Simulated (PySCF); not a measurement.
# TiN2: relaxation and vibrations of the singlet

Where does singlet TiN2 go from a side-on start, is the end point a minimum, and what are its modes, charges and moments?

Program: PySCF 2.14.0. Level of theory: PBE0, basis Ti def2-TZVP, N def2-TZVP, no relativity, density fitting. These are calculated values, not measurements.

## Step 1: Starting geometry

3 atoms, charge 0, spin multiplicity 1.

Bond lengths: Ti1–N2 2.111 Å, Ti1–N3 2.111 Å, N2–N3 1.200 Å. Angles: N2–Ti1–N3 33.0°, Ti1–N2–N3 73.5°, Ti1–N3–N2 73.5°.

```xyz
3
charge 0 multiplicity 1
Ti    0.0000    0.0000    0.0000
N     0.6000    0.0000    2.0244
N    -0.6000    0.0000    2.0244
```

## Step 2: The SCF at the typed geometry

One driver script runs all steps and calls PySCF; scf.py shows how it sets up the SCF of each step. The optimiser is the driver's own. After this first run the driver tries any further starts and a stability analysis.

scf.py reads:

```python
from pyscf import gto, scf, dft
mol = gto.M(atom='''
Ti     0.000000     0.000000     0.000000
N      0.600000     0.000000     2.024350
N     -0.600000     0.000000     2.024350''',
    basis={'Ti': 'def2-TZVP', 'N': 'def2-TZVP'},
    charge=0, spin=0)
mf = dft.RKS(mol, xc='PBE0')
mf.grids.atom_grid = (50, 194)
aux = {'Ti': 'def2-universal-JKFIT', 'N': 'def2-universal-JKFIT'}
mf = mf.density_fit(auxbasis=aux)
mf.conv_tol = 1e-08
mf.diis_space = 10
mf.max_cycle = 60
mf.init_guess = 'minao'
mf.verbose = 4
mf.kernel()
```

On the command line:

```sh
$ OMP_NUM_THREADS=2 python axn.py task.json out
```

Output, cut to the lines that bear on the results:

```text
[... the frontier levels of the middle cycles are left out ...]
init E= -958.603815209602
  HOMO = -0.159346636281661  LUMO = -0.142678610257656  gap/eV = 0.45356
cycle= 1 E= -958.471487356799  delta_E= 0.132  |g|= 0.494  |ddm|= 1.85
  HOMO = -0.313586918829356  LUMO = -0.298839001488568  gap/eV = 0.40131
cycle= 2 E= -956.9396303372  delta_E= 1.53  |g|= 2.96  |ddm|= 2.13
  HOMO = -0.219060457591835  LUMO = -0.165731597429024  gap/eV = 1.45115
cycle= 3 E= -958.433359572664  delta_E= -1.49  |g|= 0.759  |ddm|= 1.17
cycle= 4 E= -958.547251990568  delta_E= -0.114  |g|= 0.234  |ddm|= 0.379
cycle= 5 E= -958.560471479379  delta_E= -0.0132  |g|= 0.0662  |ddm|= 0.185
cycle= 6 E= -958.561299623683  delta_E= -0.000828  |g|= 0.0422  |ddm|= 0.0549
cycle= 7 E= -958.562418957106  delta_E= -0.00112  |g|= 0.0237  |ddm|= 0.137
cycle= 8 E= -958.56282201486  delta_E= -0.000403  |g|= 0.0037  |ddm|= 0.0823
cycle= 9 E= -958.562881247731  delta_E= -5.92e-05  |g|= 0.0021  |ddm|= 0.0294
cycle= 10 E= -958.562906820013  delta_E= -2.56e-05  |g|= 0.000729  |ddm|= 0.0283
cycle= 11 E= -958.562908775473  delta_E= -1.96e-06  |g|= 0.000189  |ddm|= 0.00938
cycle= 12 E= -958.562908790992  delta_E= -1.55e-08  |g|= 6.89e-05  |ddm|= 0.000607
cycle= 13 E= -958.562908792836  delta_E= -1.84e-09  |g|= 5.72e-06  |ddm|= 0.000152
  HOMO = -0.171052898623201  LUMO = -0.0846286840792733  gap/eV = 2.35172
Extra cycle  E= -958.56290879289  delta_E= -5.46e-11  |g|= 5.68e-06  |ddm|= 2.37e-05
converged SCF energy = -958.56290879289
```

This step, with its further starts and checks, ran for 8 s (2 threads of Arm Neoverse V1, shared host).

Energies from each starting density:

```tsv
start	energy (Eh)
the minimal-basis guess	-958.562909
a thermally smeared density	-958.562909
a smeared PBE density	-958.562909
```

The test of internal stability and the other starts found no lower closed-shell solution.

## Step 3: Relaxation: side-on start, singlet

The program finds C2v symmetry in the start, which this walk keeps. Threshold on the gradient: 0.0003 Eh/bohr, with a further test on the energy change.

scf.py: that of step 2 with these lines changed.

```diff
@@ -3,3 +3,3 @@
-Ti     0.000000     0.000000     0.000000
-N      0.600000     0.000000     2.024350
-N     -0.600000     0.000000     2.024350''',
+Ti     0.000000     0.000000    -0.746428
+N      0.600000     0.000000     1.277922
+N     -0.600000     0.000000     1.277922''',
@@ -15 +14,0 @@
-mf.init_guess = 'minao'
```

Steps of the walk:

```tsv
step	energy (Eh)	change (kJ/mol)	largest symmetric gradient (Eh/bohr)
0	-958.562909	0.00	0.06387
1	-958.566939	-10.58	0.04697
2	-958.569367	-16.95	0.01727
3	-958.570697	-20.45	0.00168
4	-958.570702	-20.46	0.00039
5	-958.570702	-20.46	0.00010
```

The walk took 7.9 s.

After 5 steps and 20.5 kJ/mol it ends at C2v: N–N 1.180 Å, Ti–N 1.966 Å (×2); N–N–Ti 72.5° (×2), N–Ti–N 34.9°.

## Step 4: Frequencies

On the finer grid the gradient is checked again; gradients at displacements of ±0.02 bohr then give force constants and infrared intensities.

scf.py: that of step 3 with these lines changed.

```diff
@@ -3,3 +3,3 @@
-Ti     0.000000     0.000000    -0.746428
-N      0.600000     0.000000     1.277922
-N     -0.600000     0.000000     1.277922''',
+Ti    -0.000000     0.000000    -0.691489
+N      0.589757     0.000000     1.183923
+N     -0.589757     0.000000     1.183923''',
@@ -9 +9 @@
-mf.grids.atom_grid = (50, 194)
+mf.grids.atom_grid = (75, 302)
@@ -12 +12 @@
-mf.conv_tol = 1e-08
+mf.conv_tol = 1e-10
```

The driver hands on the density of the step before, so the log starts near convergence.

SCF at the final geometry:

```text
init E= -958.570726016894
  HOMO = -0.16960871655872  LUMO = -0.084023412849859  gap/eV = 2.32889
cycle= 1 E= -958.570726016894  delta_E= 4.55e-13  |g|= 7.76e-06  |ddm|= 1.07e-05
  HOMO = -0.169608239712538  LUMO = -0.0840238141516194  gap/eV = 2.32887
Extra cycle  E= -958.570726016806  delta_E= 8.8e-11  |g|= 2.07e-05  |ddm|= 1.85e-05
converged SCF energy = -958.570726016806
```

The whole step took 23 s.

Geometry: C2v; N–N 1.180 Å, Ti–N 1.966 Å (×2); N–N–Ti 72.5° (×2), N–Ti–N 34.9°.

Harmonic modes (main isotopes):

```csv
symmetry,ω (cm⁻¹),IR (km/mol)
a1,506,4.2
b2,587,21.3
a1,1802,336
```

All wavenumbers are real: a minimum.

Properties at this point:

```yaml
Dipole_moment: 3.11 D
Highest_occupied_level: -4.62 eV
Lowest_empty_level: -2.29 eV
Rotational_constants: 1.731, 0.2711, 0.2344 cm⁻¹
Zero-point_energy: 17.3 kJ/mol
Principal_polarisabilities: 54.2, 66.9, 96.6 bohr³
Atomisation_energy_without_zero-point_energy: 892 kJ/mol
Principal_traceless_quadrupole_moments_about_the_centre_of_mass: -3.71, 1.05, 2.66 D Å
Entropy_at_298.15_K_and_1_bar: 254.7 J/(mol K)
Heat_capacity_Cp_at_298.15_K: 43.0 J/(mol K)
Enthalpy_at_298.15_K_above_0_K: 10.94 kJ/mol
Rotational_symmetry_number: 2
```

Charges (e) and bond orders:

| atom | Mulliken | Löwdin | polar tensor | Mayer order to Ti1 |
| --- | --- | --- | --- | --- |
| Ti1 | 0.40 | 0.18 | 0.29 | – |
| N2,3 | -0.20 | -0.09 | -0.14 | 0.93 |

Outer orbital energies (eV). occupied: -40.81, -29.44, -15.76, -12.45, -12.07, -11.16, -5.76, -4.62; empty: -2.29, -2.18, -1.39, -1.31.

Mulliken populations on Ti1: s 7.00, p 12.17, d 2.42, f 0.01.

## Step 5: A spin-polarised start

A stability analysis found the closed shell of the lowest minimum unstable towards spin polarisation, so the unrestricted solution is followed.

The program finds C2v symmetry in the start, which may break. The walk stops when the largest gradient is under 0.0003 Eh/bohr and the energy has settled too.

scf.py: that of step 4 with these lines changed.

```diff
@@ -3,3 +3,3 @@
-Ti    -0.000000     0.000000    -0.691489
-N      0.589757     0.000000     1.183923
-N     -0.589757     0.000000     1.183923''',
+Ti    -0.000000     0.000000    -0.691511
+N      0.589757     0.000000     1.183902
+N     -0.589757     0.000000     1.183902''',
@@ -8,2 +8,2 @@
-mf = dft.RKS(mol, xc='PBE0')
-mf.grids.atom_grid = (75, 302)
+mf = dft.UKS(mol, xc='PBE0')
+mf.grids.atom_grid = (50, 194)
@@ -12 +12 @@
-mf.conv_tol = 1e-10
+mf.conv_tol = 1e-08
```

Energy and gradient, step by step:

```tsv
step	energy (Eh)	change (kJ/mol)	largest gradient (Eh/bohr)
0	-958.590403	0.00	0.02168
1	-958.591082	-1.78	0.01431
2	-958.591511	-2.91	0.00803
3	-958.591678	-3.35	0.00080
4	-958.591681	-3.35	0.00012
```

The walk took 14 s.

Geometry (Å) and forces (eV/Å) at some steps:

```
step 0
Ti   0.000   0.000  -0.692   0.000   0.000   0.610
N    0.590   0.000   1.184   1.115  -0.003  -0.305
N   -0.590   0.000   1.184  -1.115   0.003  -0.305
step 1
Ti   0.000   0.000  -0.681   0.000   0.000   0.736
N    0.601   0.000   1.179  -0.335   0.000  -0.368
N   -0.601   0.000   1.179   0.335   0.000  -0.368
step 2
Ti   0.000   0.000  -0.666   0.000   0.000   0.413
N    0.603   0.000   1.171  -0.340  -0.001  -0.207
N   -0.603   0.000   1.171   0.340   0.001  -0.206
step 3
Ti   0.000   0.000  -0.650   0.000   0.000  -0.041
N    0.603   0.000   1.163  -0.021  -0.001   0.021
N   -0.603   0.000   1.163   0.021   0.001   0.021
step 4
Ti   0.000   0.000  -0.652   0.000   0.000   0.003
N    0.603   0.000   1.164  -0.006  -0.001  -0.002
N   -0.603   0.000   1.164   0.006   0.001  -0.001
```

End point (C2v, 4 steps, 3.4 kJ/mol gained): N–N 1.206 Å, Ti–N 1.913 Å (×2); N–N–Ti 71.6° (×2), N–Ti–N 36.7°.

## Step 6: Hessian and properties

As before: finer grid, then central differences.

scf.py: that of step 5 with these lines changed.

```diff
@@ -3,3 +3,3 @@
-Ti    -0.000000     0.000000    -0.691511
-N      0.589757     0.000000     1.183902
-N     -0.589757     0.000000     1.183902''',
+Ti    -0.000000     0.000000    -0.669505
+N      0.602850    -0.000000     1.146265
+N     -0.602849     0.000000     1.146265''',
@@ -9 +9 @@
-mf.grids.atom_grid = (50, 194)
+mf.grids.atom_grid = (75, 302)
@@ -12 +12 @@
-mf.conv_tol = 1e-08
+mf.conv_tol = 1e-10
```

SCF at the final geometry:

```text
init E= -958.591704441684
[... the frontier-level lines of each cycle are left out ...]
cycle= 1 E= -958.591704441681  delta_E= 3.64e-12  |g|= 5.27e-06  |ddm|= 4.58e-06
Extra cycle  E= -958.591704441602  delta_E= 7.87e-11  |g|= 1.45e-05  |ddm|= 1.11e-05
converged SCF energy = -958.591704441602  <S^2> = 1.0025794  2S+1 = 2.2383739
```

The whole step ran for 45 s (2 threads of Arm Neoverse V1, shared host).

Geometry: C2v; N–N 1.206 Å, Ti–N 1.913 Å (×2); N–N–Ti 71.6° (×2), N–Ti–N 36.7°.

Modes, for the most abundant isotopes:

```json
{"symmetry": "a1", "ω (cm⁻¹)": "503", "IR (km/mol)": "14.5"}
{"symmetry": "b2", "ω (cm⁻¹)": "559", "IR (km/mol)": "19.7"}
{"symmetry": "a1", "ω (cm⁻¹)": "1683", "IR (km/mol)": "282"}
```

All wavenumbers are real: a minimum.

Constants and moments:

```yaml
Dipole_moment: 3.77 D
Highest_occupied_level: -4.67 eV
Lowest_empty_level: -2.33 eV
Rotational_constants: 1.656, 0.2892, 0.2462 cm⁻¹
Zero-point_energy: 16.4 kJ/mol
Principal_polarisabilities: 54.6, 81.7, 117.4 bohr³
Atomisation_energy_without_zero-point_energy: 947 kJ/mol
Principal_traceless_quadrupole_moments_about_the_centre_of_mass: -1.36, 0.28, 1.08 D Å
Entropy_at_298.15_K_and_1_bar: 254.7 J/(mol K)
Heat_capacity_Cp_at_298.15_K: 43.3 J/(mol K)
Enthalpy_at_298.15_K_above_0_K: 10.99 kJ/mol
Rotational_symmetry_number: 2
Spin_squared_⟨S²⟩: 1.003
```

Populations by atom (charges in e):

```json
{"atom": "Ti1", "Mulliken": "0.50", "Löwdin": "0.24", "polar tensor": "0.28", "spin (Mulliken)": "0.02", "Mayer order to Ti1": "–"}
{"atom": "N2,3", "Mulliken": "-0.25", "Löwdin": "-0.12", "polar tensor": "-0.14", "spin (Mulliken)": "-0.01", "Mayer order to Ti1": "1.09"}
```

Outer orbital energies (eV). α occupied: -40.48, -28.42, -15.42, -11.60, -11.54, -10.54, -5.57, -5.46; empty: -2.33, -1.16, -1.02, -0.83. β occupied: -39.25, -28.41, -15.39, -11.66, -11.39, -10.58, -5.31, -4.67; empty: -1.69, -1.62, -1.36, -0.78.

Mulliken populations on Ti1: s 6.70, p 12.24, d 2.54, f 0.01.

## Step 7: All stationary points

| spin | group | bonds | imaginary modes (cm⁻¹) | ΔE (kJ/mol) | with zero-point energy |
| --- | --- | --- | --- | --- | --- |
| broken-symmetry (Ms = 0) | C2v | N–N 1.206 Å, Ti–N 1.913 Å (×2) | none | 0.0 | 0.0 |
| singlet | C2v | N–N 1.180 Å, Ti–N 1.966 Å (×2) | none | 55.1 | 56.0 |

## Step 8: Summary of results

| quantity | value |
| --- | --- |
| minimum | broken-symmetry (Ms = 0), C2v |
| geometry | N–N 1.206 Å, Ti–N 1.913 Å (×2); N–N–Ti 71.6° (×2), N–Ti–N 36.7° |
| wavenumbers (cm⁻¹) | 503 (a1), 559 (b2), 1683 (a1) |
| dipole moment | 3.77 D |
| highest occupied, lowest empty level (either spin) | -4.67, -2.33 eV |
| polar-tensor charge of Ti1 | +0.28 e |
| zero-point energy | 16.4 kJ/mol |
| entropy at 298.15 K | 254.7 J/(mol K) |
| atomisation energy (no zero-point energy) | 947 kJ/mol |
| ⟨S²⟩ | 1.003 |

What this shows: The side-on start keeps its C2v symmetry and ends in a minimum. The determinant is spin-contaminated (⟨S²⟩ = 1.00 against 0.00), so it is no pure spin state. The strongest infrared band lies at 1683 cm⁻¹ (a1). Only this shape and spin were tried, so other structures or states may lie lower.

The search up to here took 1.7 min.
